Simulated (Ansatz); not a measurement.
# GeP2H+ (quintet): from Hartree-Fock to the top rungs, cc-pVDZ

The task here is to estimate one member of a computed series from the others.

The runs use Ansatz 0.2.0, Gaussian basis; cc-pVDZ, core rule «outside noble gas», up to 24 orbitals frozen.

To be run: UHF; CCSD(T) on ROHF; CCSD(T) on UHF; BCCD(T) on ROHF; CISD; CCSDT(Q) on ROHF; CCSDT(Q) on UHF; CASSCF and MRCISD+Q, 10 electrons in 11 orbitals; CASSCF and NEVPT2, 10 electrons in 11 orbitals.

25 further runs of the same task are left out: 12 that didn't finish, 13 set aside as unsound or not needed.

## The system

The geometry is a PBE0/def2-TZVP stationary point (not a proven minimum) of the parent state, kept for this charge and spin. No spin-orbit coupling is included. The filled d shell of Ge may be among the frozen orbitals whatever the setting's name suggests; the logs give the count.

4 atoms, charge 1, spin multiplicity 5.

Atoms are counted from 1 here; the program's logs count them from 0.

Bond lengths: P1–Ge2 2.188 Å, P1–H4 1.424 Å, Ge2–P3 2.289 Å. Angles: Ge2–P1–H4 96.8°, P1–Ge2–P3 109.9°.

Set-up of the first run:

in.yaml reads:

```yaml
crystal:
  periodic: [false, false, false]
  atoms:
    - {symbol: P, position_ang: [0.000000, -0.744588, 1.759041]}
    - {symbol: Ge, position_ang: [0.000000, 0.588281, 0.024091]}
    - {symbol: P, position_ang: [0.000000, -0.643960, -1.905161]}
    - {symbol: H, position_ang: [0.000000, 0.273623, 2.754085]}
basis:
  gaussian: {orbitals: cc-pVDZ}
total_charge: 1
magnetization: {spin_polarized: true, initial_magnetization: 4}
hamiltonian: {xc: hf}
output: {orbitals: {seedname: orbitals}}
```

The run is started by

```
$ ansatz run in.yaml --threads 1 --pin off --events-out ev --progress --plain --max-ram 2393MiB
```

Steps of the session up to this table: UHF; CCSD(T) on ROHF; CCSD(T) on UHF; BCCD(T) on ROHF; CISD; CCSDT(Q) on ROHF; CCSDT(Q) on UHF; CASSCF and MRCISD+Q, 10 electrons in 11 orbitals; CASSCF and NEVPT2, 10 electrons in 11 orbitals.

One table of the session follows, with a row left open; its other results are not shown here.

| method | from UCCSDT(Q) (meV) |
| --- | --- |
| ROHF | +8004.3 |
| UHF | +7734.0 |
| RMP2 | ? |
| UMP2 | +1696.3 |
| CISD | +1180.9 |
| RCCSD | +375.7 |
| UCCSD | +363.4 |
| RCCSD(T) | +82.4 |
| UCCSD(T) | +80.4 |
| BCCD(T) | +81.7 |
| RCCSDT | +26.8 |
| UCCSDT | +22.4 |
| RCCSDT(Q) | +5.2 |
| UCCSDT(Q) | 0 |
| CASSCF valence | +6353.9 |
| NEVPT2 valence | +1312.3 |
| MRCISD valence | +751.0 |
| MRCISD+Q valence | +71.6 |

**Question.** Estimate the row for RMP2.

**Answer.** from UCCSDT(Q) (meV): +1641.5. In the column «from UCCSDT(Q) (meV)» it lies between NEVPT2 valence (+1312.3) and UMP2 (+1696.3).

Limits of these values: Restricted and unrestricted rows rest on different reference determinants; where their highest levels disagree by more than a few hundredths of an eV, they describe different states and don't form one ladder.
